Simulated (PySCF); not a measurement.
# A diatomic session: MgHg+

One job finds the state of MgHg+, follows it along the bond with each method and fits the curves.

Computed with PySCF 2.14.0. Level: Mg def2-SVP, Hg def2-SVP with ECP60, scalar-relativistic core potentials.

**1. Input**

The job is set up so:

```
atoms                         : Mg, Hg
charge                        : 1
basis                         : Mg def2-SVP, Hg def2-SVP with ECP60
Hamiltonian                   : scalar-relativistic core potentials
basis functions               : 50
electrons treated             : 31
masses in u                   : 23.9850, 201.9706
levels                        : PBE0, PBE, r²SCAN, M06-2X, TPSSh, M06-L, ωB97X, HF, MP2, SCS-MP2, CCSD, CCSD(T)
grid                          : 80 radial by 434 angular points
occupations                   : held fixed by the projection of orbital angular momentum
dissociation limit            : Mg+ + Hg, each in its ground configuration
starting distance in angstrom : 2.830
values of 2S to try           : 1, 3
```

Started as:

```sh
OMP_NUM_THREADS=1 python dia.py task.json out
```

After this run come: The PBE0 curve of the state that the search chose; Higher solutions at PBE0; PBE (GGA); r²SCAN (meta-GGA); M06-2X (hybrid meta-GGA); TPSSh; M06-L (meta-GGA); ωB97X (range-separated hybrid); UHF; MP2 and coupled cluster.

What does the calculation give? Wanted: for each run, Re; ωe; De; μ.

**Answer**, as computed:

Lowest PBE0 solution found, without spin–orbit coupling: ²Σ⁺ (doublet), unpaired electrons σ ↑. State 2 has its PBE0 minimum 5.29 eV higher. The other levels ran on the lowest alone.

```csv
level,Re (Å),ωe (cm⁻¹),De (eV),μ (D)
UHF,3.023,140.7,0.50,-7.61
UHF-MP2,2.900,153.5,0.494,n/a
UHF-SCS-MP2,2.921,149.7,0.486,n/a
UHF-CCSD,2.917,157.6,0.59,n/a
UHF-CCSD(T),2.913,158.6,0.60,n/a
PBE,2.896,159.9,0.75,-8.00
r²SCAN,2.880,162.8,0.73,-7.96
M06-L,2.915,153.2,0.78,-7.67
TPSSh,2.901,159.3,0.76,-7.79
PBE0,2.897,161.3,0.72,-7.87
M06-2X,2.932,149.3,0.86,-7.75
ωB97X,2.920,158.3,0.62,-7.95
```

De is counted to Mg+ + Hg in their ground configurations. A positive dipole points from Mg to Hg; in an ion it is taken about the centre of mass and does not tell which atom is negative.

**Reading.** Bond lengths run from 2.880 Å (r²SCAN) to 3.023 Å (UHF). CCSD(T) can't serve as the judge here: for a weak bond in this basis it is far from its limit. Of the levels with a De here, UHF-SCS-MP2 gives the least (0.486 eV) and M06-2X the most (0.86 eV).

Correlated steps freeze 1 core orbital. Spin–orbit coupling is left out. With spin–orbit coupling the term label itself may not hold.
